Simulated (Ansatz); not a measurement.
# NbVTe4: the cost of one run

Program: Ansatz 0.2.0. Level of theory: DFT PBE, scalar-relativistic, plane waves, PAW, unless a step names another level. These are calculated values, not measurements.

2 further runs of the same task are left out: 2 that didn't finish.

### 1 Starting point

Symmetry: P-6m2, No. 187, hexagonal system. The conventional cell has a = 3.653 Å, b = 3.653 Å, c = 14.591 Å, α = 90.00°, β = 90.00°, γ = 120.00°. Around Nb (site symmetry -6m2) lie 6 Te at 2.81 Å. Around V (site symmetry -6m2) lie 6 Te at 2.73 Å. Around Te (site symmetry 3m) lie 3 V at 2.73 Å. Te (site symmetry 3m) is surrounded by 3 Nb at 2.81 Å.

Structure file:

```
CELL_PARAMETERS angstrom
3.65304 0.00000 0.00000
-1.82652 3.16362 0.00000
0.00000 0.00000 14.59118
ATOMIC_POSITIONS crystal
Nb 0.66667 0.33333 0.00000
V 0.00000 0.00000 0.50000
Te 0.66667 0.33333 0.38117
Te 0.66667 0.33333 0.61883
Te 0.00000 0.00000 0.12720
Te 0.00000 0.00000 0.87280
```

It came out lowest among 18 distinct ends of the trial cells. At a tolerance of 0.05 Å it has space group P-6m2 (No. 187). Site moments: 0.1 1.0 -0.1 -0.1 0.0 0.0 μB.

### 2 Tight relaxation for the response runs, on the response runs' mesh and smearing

input.yaml

```yaml
crystal:
  lattice:
    - [3.6530386815, 0.0, 0.0]
    - [-1.8265193408, 3.1636242992, 0.0]
    - [0.0, 0.0, 14.591184769]
  atoms:
    - { symbol: Nb, position: [0.6666666667, 0.3333333333, 0.0] }
    - { symbol: V, position: [0.0, 0.0, 0.5], spin: 1.13 }
    - { symbol: Te, position: [0.6666666667, 0.3333333333, 0.3811677062] }
    - { symbol: Te, position: [0.6666666667, 0.3333333333, 0.6188322938] }
    - { symbol: Te, position: [0.0, 0.0, 0.1271967073] }
    - { symbol: Te, position: [0.0, 0.0, 0.8728032927] }
basis:
  ecutwfc: 420
kpoints:
  mp_grid: { grid: [12, 12, 4] }
hamiltonian:
  xc: pbe
scf:
  occupations: { method: gaussian, width: 0.1 }
output:
  forces: true
  stress: true
  eigenvalues: true
  populations: true
  write_density: true
  write_potential: true
  elf: true
  volumetric_format: npy
magnetization:
  spin_polarized: true
relax:
  adjacent_minimum: "off"
  f_tol: 0.001
  max_steps: 60
  cell: { stress_tol: 0.01 }
```

Command:

```console
ansatz run input.yaml --threads 3 --pin off --max-ram 7680MiB --backend cpu --events-out ev --progress --plain --runs-dir out
```

Q: Estimate wall time and peak memory on 3 threads of AMD EPYC 9R45 (Zen 5), shared host.

About 2.1 min, with a peak of 1.1 GiB.
